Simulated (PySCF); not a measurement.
Crystal: C2BrH5, in a box.

```
CELL_PARAMETERS angstrom
13.00000 0.00000 0.00000
0.00000 12.00000 0.00000
0.00000 0.00000 12.00000
ATOMIC_POSITIONS crystal
C 0.44537 0.55305 0.47915
C 0.49707 0.45061 0.52509
Br 0.63180 0.48526 0.58758
H 0.37020 0.53024 0.44494
H 0.49090 0.59057 0.41265
H 0.43354 0.61548 0.54396
H 0.51136 0.38802 0.46134
H 0.45384 0.41299 0.59301
```

Base run:

| Item | Value |
| --- | --- |
| Program | PySCF 2.14.0 |
| Functional | N12 |
| Dispersion | D3 |
| Potentials or basis | 6-31g* (all-electron) |
| k mesh | 1 × 1 × 1 |
| Occupations | fixed |
| Spin | no spin polarisation |

Its results: gap between the frontier levels 5.74 eV.

Q: The run is repeated on the same cell with these changes: functional from N12 to HSE03. What comes out?

A: Gap between the frontier levels 7.33 eV.

Caveats: this is a molecule in a periodic box at the Γ point, so its band gap is the HOMO-LUMO gap; relativity is left out, which matters for the heavier elements; the basis of atomic orbitals isn't converged, which shifts pressures, moduli and gaps; this program's HSE differs a little from the usual definition (some runs).

A k mesh can miss the band edges.

Not every run made on this cell is shown here.
